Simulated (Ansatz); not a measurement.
# SnSe: the cost of one run

All numbers are computed with the Python package of Ansatz 0.2.0. Level of theory: DFT r2SCAN, plane waves, PAW.

## 1. Starting point

The structure is tetragonal, space group P4/nmm (No. 129). Conventional cell: a = 4.285 Å, b = 4.285 Å, c = 10.991 Å, α = 90.00°, β = 90.00°, γ = 90.00°. Sn (site symmetry 4mm) has 5 Se at 2.68 to 3.03 Å as nearest neighbours. Se (site symmetry 4mm) has 5 Sn at 2.68 to 3.03 Å as nearest neighbours.

The script holds or builds the structure itself.

## 2. The code

The input, snse.py:

```python
import ansatz as az
import matplotlib.pyplot as plt


def main() -> None:
    structure = (
        az.Lattice.of([4.28533, 0.0, 0.0], [0.0, 4.28533, 0.0], [0.0, 0.0, 10.99069])
        .atom("Sn", [0.5, 0.0, 0.37223])
        .atom("Sn", [0.0, 0.5, 0.62777])
        .atom("Se", [0.5, 0.0, 0.61604])
        .atom("Se", [0.0, 0.5, 0.38396])
    )

    setup = (
        structure.calculation()
        .functional("r2scan")
        .kpoints(6, 6, 2)
        .occupations("fixed")
    )

    rows = []
    for value in [250, 325, 400, 475]:
        report = setup.basis(value).run(threads=1).report
        rows.append((value, report["free_energy_ev"] / len(report["lattice"]["sites"]), report["n_iterations"], report["n_pw"]))

    print(" cutoff (eV)   F/atom (eV)    iterations   plane waves")
    for row in rows:
        print(f"{str(row[0]):>12s}  {row[1]:12.5f}  {row[2]:12d}  {row[3]:12d}")

    for row in rows[:-1]:
        shift = 1000 * (row[1] - rows[-1][1])
        print(f"{row[0]}: {shift:+.2f} meV/atom" + ("  (within 2 meV)" if abs(shift) < 2 else ""))
    plt.figure(figsize=(4.5, 3))
    plt.plot([str(row[0]) for row in rows], [1000 * (row[1] - rows[-1][1]) for row in rows], "o-")
    plt.xlabel("cutoff (eV)")
    plt.ylabel("F - F(last) (meV/atom)")
    plt.tight_layout()
    plt.savefig("ecut.png", dpi=100)


if __name__ == "__main__":
    main()
```

## 3. The input behind the calls

The package turns the script's settings into the engine's input (first run):

```yaml
crystal:
  lattice:
    - [4.28533, 0.0, 0.0]
    - [0.0, 4.28533, 0.0]
    - [0.0, 0.0, 10.99069]
  atoms:
    - { symbol: Sn, position: [0.5, 0.0, 0.37223] }
    - { symbol: Sn, position: [0.0, 0.5, 0.62777] }
    - { symbol: Se, position: [0.5, 0.0, 0.61604] }
    - { symbol: Se, position: [0.0, 0.5, 0.38396] }
basis:
  ecutwfc: 250.0
kpoints:
  mp_grid:
    grid: [6, 6, 2]
hamiltonian:
  xc: r2scan
scf:
  occupations:
    method: fixed
```

## 4. Running it

Run with:

```
> python snse.py
```

**Question.** How long does this script take on 1 thread of Arm Neoverse V2, shared host, and how much memory does it need?

About 34 s, with a peak of 0.83 GiB.
